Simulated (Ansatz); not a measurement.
# Pb2O: the cost of one run

All numbers are computed with the Python package of Ansatz 0.2.0. Level of theory: DFT PBE, plane waves, PAW.

**1. The system**

Symmetry: Pn-3m, No. 224, cubic system. The conventional cell has a = 5.380 Å, b = 5.380 Å, c = 5.380 Å, α = 90.00°, β = 90.00°, γ = 90.00°. Pb (site symmetry -3m) is surrounded by 2 O at 2.33 Å. O (site symmetry -43m) is surrounded by 4 Pb at 2.33 Å.

The script holds or builds the structure itself.

**2. The code**

Input file pb2o.py:

```python
'''Bulk modulus of Pb2O from an E(V) curve.'''

import ansatz as az
from ase.eos import EquationOfState
from ase.units import GPa
import numpy as np

XC = 'pbe'
FILLING = 'cold'
SMEARING_WIDTH = 0.05
KGRID = (5, 5, 5)

VECTORS = np.array([
    [5.38, 0.0, 0.0],
    [0.0, 5.38, 0.0],
    [0.0, 0.0, 5.38],
])
SITES = [
    ('Pb', [0.25, 0.25, 0.25]),
    ('Pb', [0.75, 0.75, 0.25]),
    ('Pb', [0.25, 0.75, 0.75]),
    ('Pb', [0.75, 0.25, 0.75]),
    ('O', [0.0, 0.0, 0.0]),
    ('O', [0.5, 0.5, 0.5]),
]


def make_crystal(cell):
    crystal = az.Crystal(lattice=az.Lattice.of(cell))
    for symbol, position in SITES:
        crystal = crystal.atom(symbol, position)
    return crystal

# uniform scaling of the cell
volumes, energies = [], []
for scale in np.linspace(0.88, 1.12, 7):
    cell = VECTORS * scale ** (1 / 3)
    model = (
        make_crystal(cell).calculation()
        .basis(41 * az.Ry)
        .functional(XC)
        .occupations(FILLING, width=SMEARING_WIDTH)
        .kpoints(*KGRID)
    )
    r = model.run().report
    volumes.append(abs(np.linalg.det(cell)) / len(SITES))
    energies.append(r['free_energy_ev'] / len(SITES))
    print(f'V = {volumes[-1]:8.4f} A^3/atom  F = {energies[-1]:.5f} eV/atom')

eos = EquationOfState(volumes, energies, eos='vinet')
v0, e0, bulk = eos.fit()
print(f'V0 = {v0:.4f} A^3/atom, E0 = {e0:.5f} eV/atom, B = {bulk / GPa:.1f} GPa')
eos.plot('eos.png')
```

**3. What the engine is handed**

The engine receives this input (first run):

```yaml
crystal:
  lattice:
    - [5.155567766199556, 0.0, 0.0]
    - [0.0, 5.155567766199556, 0.0]
    - [0.0, 0.0, 5.155567766199556]
  atoms:
    - { symbol: Pb, position: [0.25, 0.25, 0.25] }
    - { symbol: Pb, position: [0.75, 0.75, 0.25] }
    - { symbol: Pb, position: [0.25, 0.75, 0.75] }
    - { symbol: Pb, position: [0.75, 0.25, 0.75] }
    - { symbol: O, position: [0.0, 0.0, 0.0] }
    - { symbol: O, position: [0.5, 0.5, 0.5] }
basis:
  ecutwfc: 557.833418042754
kpoints:
  mp_grid:
    grid: [5, 5, 5]
hamiltonian:
  xc: pbe
scf:
  occupations:
    method: cold
    width: 0.05
```

**4. The run**

Run with:

```
$ python pb2o.py
```

Q: Estimate wall time and peak memory on 1 thread of AMD EPYC 9R45 (Zen 5), shared host.

About 15 s, with a peak of 0.55 GiB.
